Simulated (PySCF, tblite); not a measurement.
# C₂H₉B₃N₃ radical: geometry, infrared bands and EPR parameters

What infrared bands and EPR parameters should C₂H₉B₃N₃ radical (`CB1N[B]NBN1C`) show?

Programs: tblite 0.8.0 and PySCF 2.14.0, with density-fitted response routines of our own. Each step states its level of theory. These are calculated values for one molecule in the gas phase, unless marked as measured. Atoms count from 0, in the outputs and in this text.

## (1) The starting structure

17 atoms, charge 0, multiplicity 2; geometry from: force field or distance geometry start.

Bonds of the start (Å): C0–B1 1.60, B1–N2 1.52, N2–B3 1.54, B3–N4 1.54, N4–B5 1.52, B5–N6 1.54, N6–C7 1.46, N6–B1 1.54, C0–H8 1.11, C0–H9 1.10, C0–H10 1.11, N2–H11 1.05, N4–H12 1.04, B5–H13 1.18, C7–H14 1.11, C7–H15 1.11, C7–H16 1.12.

## (2) Optimising the geometry with GFN2-xTB

What the job is given:

```
{"job": {"kind": "relax", "xc": "GFN2-xTB", "basis": "xTB"}, "charge": 0, "multiplicity": 2}
C      2.141800    -0.987600     0.416700
B      0.857500    -0.145600    -0.047600
N      0.990900     0.826600    -1.204600
B      0.367500     2.158500    -0.753400
N     -1.024000     2.167300    -0.105200
B     -1.029800     1.106100     0.986800
N     -0.465900    -0.299600     0.720900
C     -1.415000    -1.079800    -0.067200
H      2.951000    -0.292300     0.712100
H      2.473100    -1.622100    -0.419200
H      1.869200    -1.631500     1.280400
H      0.370400     0.464200    -1.974400
H     -1.699900     1.853200    -0.836500
H     -1.352300     1.403600     2.080300
H     -1.023900    -2.098000    -0.248100
H     -1.644000    -0.608500    -1.042600
H     -2.373600    -1.202600     0.491500
```

Command:

```bash
> OMP_NUM_THREADS=1 python probes_run.py task.json out
```

One launch serves the whole session: the jobs run in the order shown.

**Question.** This job is followed by: GFN2-xTB harmonic vibrations, gas phase; UKS B3LYP, pcH-1 on B C H N, non-relativistic, mean-field spin-orbit, GIAO. What will the session give for the following? strongest single infrared mode (GFN2-xTB); zero-point energy (GFN2-xTB); g(iso) (B3LYP); ⟨S²⟩; largest a(iso) (averaged by class); potential on the surface of density 0.002 e/bohr³, 1st and 99th percentile.

As calculated:

| quantity | value |
| --- | --- |
| strongest single infrared mode (GFN2-xTB) | 1375 cm⁻¹, 487 km/mol |
| zero-point energy (GFN2-xTB) | 84.3 kcal/mol |
| g(iso) (B3LYP) | 2.00188 |
| ⟨S²⟩ | 0.752 (exact 0.75) |
| largest a(iso) (averaged by class) | 11B on B3, 523.7 MHz |
| potential on the surface of density 0.002 e/bohr³, 1st and 99th percentile | -0.77 V and 1.56 V |

Over 167 steps the energy fell by 4.506 eV; of the close pairs, N2–B3 changed most, 1.538 to 1.416 Å. No mode is imaginary among the 45: a minimum at this level. The strongest single mode, at 1375 cm⁻¹, is carried by B1, N4, N6, B3. GFN2-xTB is a fitted tight-binding method: band positions and strengths are rough. Its intensities can rank the bands wrongly. B3 carries the largest spin population, 0.98 e. The isotropic g lies 0.4 ppt below the free-electron value. The conformer search found further structures of the same energy, which may be mirror or relabelled copies of this one.
